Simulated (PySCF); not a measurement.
# SnO (tin(ii) oxide): MP2/BFD-VDZ (core potential)

Aim: the energy change on altering one bond length of SnO (tin(ii) oxide) at MP2/BFD-VDZ (core potential), from 2 runs. Input form: a Python script.

The results are computed with PySCF 2.14.0.

6 further runs of the same task are left out: 3 for a known fault of the program, 3 set aside as unsound or not needed.

### Step 1. The molecule

The species is SnO (2 atoms), meant as a singlet with charge 0. As SMILES, `[O]=[Sn]`. The shape comes from GFN2-xTB, which is rough for such elements, and wasn't checked as a minimum.

Bond lengths: O1–Sn2 1.804 Å.

### Step 2. The energy at MP2/BFD-VDZ (core potential)

Input file input.xyz:

```xyz
2

O      0.000000     0.000000     0.000000
Sn     0.000000     0.000000     1.803580
```

Input file run.py:

```python
from pyscf import gto, mp

mol = gto.Mole()
mol.atom = 'input.xyz'
mol.ecp = 'bfd'
mol.spin = 0
mol.basis = 'bfd-vdz'
mol.max_memory = 1860
mol.verbose = 4
mol.build()

myscf = mol.RHF()
myscf.kernel()

pt = mp.MP2(myscf).run()
energy = pt.e_tot
print(f'total energy: {energy:.8f} hartree')
dip = myscf.dip_moment()
pop, q = myscf.mulliken_pop()
```

Started as:

```sh
$ OMP_NUM_THREADS=1 python run.py
```

Output:

```text
PySCF version 2.14.0

[INPUT] num. atoms = 2
[INPUT] num. electrons = 10
[INPUT] charge = 0
[INPUT] spin (= nelec alpha-beta = 2S) = 0
[INPUT] symmetry False subgroup None
[INPUT] Mole.unit = angstrom
[INPUT] Symbol           X                Y                Z      unit          X                Y                Z       unit  Magmom
[INPUT]  1 O      0.000000000000   0.000000000000   0.000000000000 AA    0.000000000000   0.000000000000   0.000000000000 Bohr   0.0
[INPUT]  2 Sn     0.000000000000   0.000000000000   1.803580000000 AA    0.000000000000   0.000000000000   3.408272243743 Bohr   0.0

nuclear repulsion = 7.04169100460196
number of shells = 10
number of NR pGTOs = 90
number of NR cGTOs = 26
basis = bfd-vdz
ecp = bfd

******** <class 'pyscf.scf.hf.RHF'> ********
method = RHF
initial guess = minao
damping factor = 0
level_shift factor = 0
DIIS = <class 'pyscf.scf.diis.CDIIS'>
diis_start_cycle = 1
diis_space = 8
diis_damp = 0
SCF conv_tol = 1e-09
SCF conv_tol_grad = None
SCF max_cycles = 50
direct_scf = True
direct_scf_tol = 1e-13
Set gradient conv threshold to 3.16228e-05
Initial guess from minao.
init E= -18.53892134194
  HOMO = -0.346024856923296  LUMO = -0.0455955442163795  gap/eV = 8.17510
cycle= 1 E= -18.7882706492788  delta_E= -0.249  |g|= 0.903  |ddm|= 2.33
  HOMO = -0.177237469718441  LUMO = 0.0312874851765695  gap/eV = 5.67425
cycle= 2 E= -18.3052167549322  delta_E= 0.483  |g|= 1.68  |ddm|= 2.77
  HOMO = -0.381763523261101  LUMO = -0.00176107953189467  gap/eV = 10.34039
cycle= 3 E= -19.0056832674751  delta_E= -0.7  |g|= 0.0609  |ddm|= 1.66
  HOMO = -0.384987872984855  LUMO = 0.0118114842003368  gap/eV = 10.79746
cycle= 4 E= -19.0076623958105  delta_E= -0.00198  |g|= 0.012  |ddm|= 0.171
  HOMO = -0.384092001115243  LUMO = 0.0142452134271891  gap/eV = 10.83931
cycle= 5 E= -19.0078171579966  delta_E= -0.000155  |g|= 0.00385  |ddm|= 0.0415
  HOMO = -0.383500527243103  LUMO = 0.0139610285430464  gap/eV = 10.81548
cycle= 6 E= -19.0078328438616  delta_E= -1.57e-05  |g|= 0.00198  |ddm|= 0.0144
  HOMO = -0.382932909545661  LUMO = 0.0139353299839331  gap/eV = 10.79933
cycle= 7 E= -19.0078363528998  delta_E= -3.51e-06  |g|= 0.000405  |ddm|= 0.00901
  HOMO = -0.382745759249678  LUMO = 0.0139804408853165  gap/eV = 10.79547
cycle= 8 E= -19.0078365314938  delta_E= -1.79e-07  |g|= 6.71e-05  |ddm|= 0.00253
  HOMO = -0.382753495857713  LUMO = 0.0139689617159719  gap/eV = 10.79537
cycle= 9 E= -19.0078365332804  delta_E= -1.79e-09  |g|= 1.28e-05  |ddm|= 0.000129
  HOMO = -0.382752128064435  LUMO = 0.0139680700450142  gap/eV = 10.79531
cycle= 10 E= -19.0078365333238  delta_E= -4.34e-11  |g|= 1.24e-06  |ddm|= 2.59e-05
  HOMO = -0.38275193364856  LUMO = 0.0139680550252726  gap/eV = 10.79530
Extra cycle  E= -19.0078365333242  delta_E= -4.58e-13  |g|= 9.25e-07  |ddm|= 3.36e-06
converged SCF energy = -19.0078365333242

******** <class 'pyscf.mp.mp2.RMP2'> ********
nocc = 5, nmo = 26
E(RMP2) = -19.2896662543061  E_corr = -0.281829720981882
E(SCS-RMP2) = -19.2810867222838  E_corr = -0.27325018895955
E_corr(same-spin) = -0.0749370879446638
E_corr(oppo-spin) = -0.206892633037218
total energy: -19.28966625 hartree
Dipole moment(X, Y, Z, Debye): -0.00000,  0.00000,  5.21341
 ** Mulliken pop  **
pop of  0 O 2s            1.88434
pop of  0 O 3s           -0.02719
pop of  0 O 2px           1.56844
pop of  0 O 2py           1.56844
pop of  0 O 2pz           1.58820
pop of  0 O 3px           0.10572
pop of  0 O 3py           0.10572
pop of  0 O 3pz          -0.09508
pop of  0 O 3dxy          0.00000
pop of  0 O 3dyz          0.00182
pop of  0 O 3dz^2         0.00269
pop of  0 O 3dxz          0.00182
pop of  0 O 3dx2-y2       0.00000
pop of  1 Sn 5s           1.81629
pop of  1 Sn 6s           0.05533
pop of  1 Sn 5px          0.36013
pop of  1 Sn 5py          0.36013
pop of  1 Sn 5pz          0.98717
pop of  1 Sn 6px         -0.08463
pop of  1 Sn 6py         -0.08463
pop of  1 Sn 6pz         -0.24793
pop of  1 Sn 5dxy         0.00000
pop of  1 Sn 5dyz         0.04853
pop of  1 Sn 5dz^2        0.03619
pop of  1 Sn 5dxz         0.04853
pop of  1 Sn 5dx2-y2      0.00000
 ** Mulliken atomic charges  **
charge of    0O =     -0.70490
charge of    1Sn =      0.70490
```

Run time: 0.95 s. Hardware: 1 thread of Arm Neoverse V1, shared host; peak memory 0.12 GiB.

### Step 3. The distorted shape, same level

Input file mol.xyz:

```xyz
2
OSn
O     -0.030879     0.031708    -0.058268
Sn    -0.010038    -0.029440     1.838878
```

Input file calc.py:

```python
from pyscf import gto, scf, mp

system = gto.M(
    atom='mol.xyz',
    max_memory=1860,
    basis='bfd-vdz',
    ecp='bfd',
    verbose=4,
)

mf = scf.RHF(system)
mf.kernel()

pt = mp.MP2(mf).run()
e_tot = pt.e_tot
print('Final energy', e_tot)
dip = mf.dip_moment()
pop, q = mf.mulliken_pop()
```

Started as:

```sh
$ OMP_NUM_THREADS=1 python calc.py
```

Output:

```text
PySCF version 2.14.0

[INPUT] num. atoms = 2
[INPUT] num. electrons = 10
[INPUT] charge = 0
[INPUT] spin (= nelec alpha-beta = 2S) = 0
[INPUT] symmetry False subgroup None
[INPUT] Mole.unit = angstrom
[INPUT] Symbol           X                Y                Z      unit          X                Y                Z       unit  Magmom
[INPUT]  1 O     -0.030879000000   0.031708000000  -0.058268000000 AA   -0.058352853000   0.059919435958  -0.110110561826 Bohr   0.0
[INPUT]  2 Sn    -0.010038000000  -0.029440000000   1.838878000000 AA   -0.018969070838  -0.055633537107   3.474975796488 Bohr   0.0

nuclear repulsion = 6.6905215215078
number of shells = 10
number of NR pGTOs = 90
number of NR cGTOs = 26
basis = bfd-vdz
ecp = bfd

******** <class 'pyscf.scf.hf.RHF'> ********
method = RHF
initial guess = minao
damping factor = 0
level_shift factor = 0
DIIS = <class 'pyscf.scf.diis.CDIIS'>
diis_start_cycle = 1
diis_space = 8
diis_damp = 0
SCF conv_tol = 1e-09
SCF conv_tol_grad = None
SCF max_cycles = 50
direct_scf = True
direct_scf_tol = 1e-13
Set gradient conv threshold to 3.16228e-05
[... 1 set-up line as earlier in the session ...]
init E= -18.5160639491726
  HOMO = -0.352506461921734  LUMO = -0.049655957235081  gap/eV = 8.24098
cycle= 1 E= -18.7567958892733  delta_E= -0.241  |g|= 0.931  |ddm|= 2.07
  HOMO = -0.153667051021579  LUMO = 0.0306334360550111  gap/eV = 5.01507
cycle= 2 E= -17.876811830009  delta_E= 0.88  |g|= 2.06  |ddm|= 3.06
  HOMO = -0.369082247295162  LUMO = -0.0134858386240725  gap/eV = 9.67627
cycle= 3 E= -18.9964602340871  delta_E= -1.12  |g|= 0.0732  |ddm|= 1.96
  HOMO = -0.381150222357182  LUMO = 0.00252235245522458  gap/eV = 10.44026
cycle= 4 E= -18.9995121283491  delta_E= -0.00305  |g|= 0.0158  |ddm|= 0.217
  HOMO = -0.380506302880372  LUMO = 0.00616155378274608  gap/eV = 10.52177
cycle= 5 E= -18.9997899533764  delta_E= -0.000278  |g|= 0.00557  |ddm|= 0.0569
  HOMO = -0.379395877268686  LUMO = 0.00571029171082314  gap/eV = 10.47927
cycle= 6 E= -18.9998333879689  delta_E= -4.34e-05  |g|= 0.00356  |ddm|= 0.0243
  HOMO = -0.378052069713492  LUMO = 0.00569705403073583  gap/eV = 10.44235
cycle= 7 E= -18.9998460622688  delta_E= -1.27e-05  |g|= 0.000555  |ddm|= 0.0195
  HOMO = -0.377765372775823  LUMO = 0.00578276438900428  gap/eV = 10.43688
cycle= 8 E= -18.9998463503938  delta_E= -2.88e-07  |g|= 0.000173  |ddm|= 0.00342
  HOMO = -0.377794101129055  LUMO = 0.00576747870715979  gap/eV = 10.43724
cycle= 9 E= -18.999846358791  delta_E= -8.4e-09  |g|= 1.25e-05  |ddm|= 0.00025
  HOMO = -0.377792835414841  LUMO = 0.00576628484682407  gap/eV = 10.43718
cycle= 10 E= -18.9998463588363  delta_E= -4.52e-11  |g|= 1.41e-06  |ddm|= 3e-05
  HOMO = -0.377792567884674  LUMO = 0.00576621091160368  gap/eV = 10.43717
Extra cycle  E= -18.9998463588371  delta_E= -8.03e-13  |g|= 1.26e-06  |ddm|= 4.01e-06
converged SCF energy = -18.9998463588371

******** <class 'pyscf.mp.mp2.RMP2'> ********
nocc = 5, nmo = 26
E(RMP2) = -19.2905518225696  E_corr = -0.290705463732536
E(SCS-RMP2) = -19.2812947303002  E_corr = -0.281448371463138
E_corr(same-spin) = -0.0777671365568135
E_corr(oppo-spin) = -0.212938327175722
Final energy -19.290551822569633
Dipole moment(X, Y, Z, Debye):  0.06262, -0.18373,  5.70025
 ** Mulliken pop  **
pop of  0 O 2s            1.87047
pop of  0 O 3s            0.02738
pop of  0 O 2px           1.57071
pop of  0 O 2py           1.57067
pop of  0 O 2pz           1.52635
pop of  0 O 3px           0.11085
pop of  0 O 3py           0.11071
pop of  0 O 3pz          -0.04265
pop of  0 O 3dxy          0.00000
pop of  0 O 3dyz          0.00141
pop of  0 O 3dz^2         0.00236
pop of  0 O 3dxz          0.00140
pop of  0 O 3dx2-y2       0.00000
pop of  1 Sn 5s           1.83596
pop of  1 Sn 6s           0.03358
pop of  1 Sn 5px          0.33665
pop of  1 Sn 5py          0.33722
pop of  1 Sn 5pz          0.95539
pop of  1 Sn 6px         -0.06633
pop of  1 Sn 6py         -0.06649
pop of  1 Sn 6pz         -0.23963
pop of  1 Sn 5dxy         0.00005
pop of  1 Sn 5dyz         0.04664
pop of  1 Sn 5dz^2        0.03056
pop of  1 Sn 5dxz         0.04668
pop of  1 Sn 5dx2-y2      0.00005
 ** Mulliken atomic charges  **
charge of    0O =     -0.74967
charge of    1Sn =      0.74967
```

Run time: 0.93 s. Hardware: 1 thread of Arm Neoverse V1, shared host; peak memory 0.12 GiB.

### Step 4. Outcome

Level: MP2/BFD-VDZ (core potential).

```
                                                          quantity         value
                                         first shape: total energy  -19.28967 Eh
                 first shape: dipole moment (Hartree–Fock density)        5.21 D
                  first shape: HOMO energy (Hartree–Fock orbitals)     -10.42 eV
                  first shape: LUMO energy (Hartree–Fock orbitals)       0.38 eV
                first shape: HOMO–LUMO gap (Hartree–Fock orbitals)      10.80 eV
                                   first shape: correlation energy    -281.8 mEh
                                     distorted shape: total energy  -19.29055 Eh
             distorted shape: dipole moment (Hartree–Fock density)        5.70 D
              distorted shape: HOMO energy (Hartree–Fock orbitals)     -10.28 eV
              distorted shape: LUMO energy (Hartree–Fock orbitals)       0.16 eV
            distorted shape: HOMO–LUMO gap (Hartree–Fock orbitals)      10.44 eV
                               distorted shape: correlation energy    -290.7 mEh
energy change with the O1–Sn2 bond stretched from 1.804 to 1.898 Å     -0.024 eV
```

**Reading.** With the O1–Sn2 bond stretched from 1.804 to 1.898 Å the energy falls by 0.02 eV (2.3 kJ/mol). The first shape isn't relaxed at this level, so the change isn't measured from a minimum.
